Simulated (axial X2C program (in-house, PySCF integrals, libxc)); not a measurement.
# GeNC: bond lengths and stretches, held linear

Aim: the two bond lengths and stretching wavenumbers of linear GeNC, with and without spin–orbit coupling, at PBE0, HF, BHandHLYP, MP2.

Program: an in-house X2C program for linear molecules on PySCF integrals. Level of theory: all-electron X2C, two-component (2c) or spin-free, Ge dyall-v3z, N dyall-av3z, C dyall-v3z. These are calculated values, not measurements.

All values are calculated.

2 further runs of the same task are left out: 2 set aside as unsound or not needed.

### 1 Set-up

task.json reads:

```json
{"zs": [32, 7, 6], "q": 0, "bas": ["dyall-v3z", "dyall-av3z", "dyall-v3z"], "r0": [1.87, 1.17], "symm": 0, "scan": ["PBE0", "HF", "BHandHLYP"], "levels": ["PBE0", "HF", "B3LYP"], "nst": 2}
```

Keys: zs atomic numbers; q charge; bas basis sets; r0 starting distance in Å; symm equal bonds; scan levels of the two-bond scan (MP2 follows by itself at each HF point); levels methods; nst determinants followed.

The run is started by

```bash
> python solin.py task.json out
```

Masses Ge 73.921, N 14.003, C 12.000 u.

### 2 Scan at PBE0, 2c

State: Ω = 1/2 (beyond evenly filled blocks: ω = 1/2). Energies above the lowest point, from the job's result record:

| r(Ge–N) (Å) | r(N–C) (Å) | E (meV) |
| --- | --- | --- |
| 1.8174 | 1.1505 | 66.67 |
| 1.8174 | 1.1800 | 17.59 |
| 1.8174 | 1.2095 | 56.00 |
| 1.8640 | 1.1505 | 45.01 |
| 1.8640 | 1.1800 | 0.00 |
| 1.8640 | 1.2095 | 42.87 |
| 1.8640 | 1.2390 | 157.61 |
| 1.9106 | 1.1505 | 60.17 |
| 1.9106 | 1.1800 | 18.50 |
| 1.9106 | 1.2095 | 65.00 |
| 1.9572 | 1.1800 | 65.71 |
| 1.9572 | 1.2390 | 237.08 |

A quadratic surface with cubic terms in each bond gives the minimum at 1.862 and 1.180 Å, force constants 2.68, 16.2 and coupling 0.43 mdyn/Å.

### 3 Scan at HF, 2c

State: Ω = 1/2 (beyond evenly filled blocks: ω = 1/2). Energies above the lowest point, from the job's result record:

| r(Ge–N) (Å) | r(N–C) (Å) | E (meV) |
| --- | --- | --- |
| 1.8174 | 1.1505 | 24.94 |
| 1.8174 | 1.1800 | 44.78 |
| 1.8174 | 1.2095 | 154.31 |
| 1.8640 | 1.1505 | 0.00 |
| 1.8640 | 1.1800 | 23.80 |
| 1.8640 | 1.2095 | 137.82 |
| 1.8640 | 1.2390 | 325.04 |
| 1.9106 | 1.1505 | 14.21 |
| 1.9106 | 1.1800 | 41.26 |
| 1.9106 | 1.2095 | 158.95 |
| 1.9572 | 1.1800 | 89.17 |
| 1.9572 | 1.2390 | 404.81 |

A quadratic surface with cubic terms in each bond gives the minimum at 1.868 and 1.158 Å, force constants 2.78, 18.8 and coupling 0.43 mdyn/Å.

### 4 Scan at BHandHLYP, 2c

State: Ω = 1/2 (beyond evenly filled blocks: ω = 1/2). Energies above the lowest point, from the job's result record:

```
r(Ge–N) (Å)  r(N–C) (Å)  E (meV)
     1.8174      1.1505    25.15
     1.8174      1.1800    17.10
     1.8174      1.2095    96.51
     1.8640      1.1505     4.10
     1.8640      1.1800     0.00
     1.8640      1.2095    83.73
     1.8640      1.2390   239.21
     1.9106      1.1505    20.48
     1.9106      1.1800    19.60
     1.9106      1.2095   106.82
     1.9572      1.1800    68.37
     1.9572      1.2390   320.82
```

A quadratic surface with cubic terms in each bond gives the minimum at 1.863 and 1.166 Å, force constants 2.71, 17.5 and coupling 0.41 mdyn/Å.

### 5 Comparison

| level | r(Ge–N) (Å) | r(N–C) (Å) | lower stretch (cm⁻¹) | upper stretch (cm⁻¹) |
| --- | --- | --- | --- | --- |
| PBE0, 2c | 1.862 | 1.180 | 482.1 | 2073.7 |
| HF, 2c | 1.868 | 1.158 | 491.6 | 2236.9 |
| BHandHLYP, 2c | 1.863 | 1.166 | 485.2 | 2154.1 |
| MP2, 2c | 1.880 | 1.189 | 471.8 | 2110.0 |
| PBE0, spin-free | 1.860 | 1.180 | 483.4 | 2071.3 |
| HF, spin-free | 1.867 | 1.158 | 492.8 | 2235.6 |
| BHandHLYP, spin-free | 1.861 | 1.167 | 486.4 | 2152.3 |
| MP2, spin-free | 1.879 | 1.189 | 472.8 | 2109.7 |

Scans not shown above were run alike.

What this shows: Over the levels the Ge–N bond spans 1.860 to 1.880 Å and the N–C bond 1.158 to 1.189 Å. At PBE0 going from spin-free to two-component moves the bonds by +0.001 and -0.000 Å. Each state is one determinant, the lowest of a limited PBE0 search; the stretches come from a fit to few points and are good to some per cent at best. MP2 freezes inner shells (threshold -2 hartree). The molecule was held linear; bending was not examined, so a bent shape may lie lower. Note: functional without a current term on a determinant with orbital currents, of the molecule or an atom.
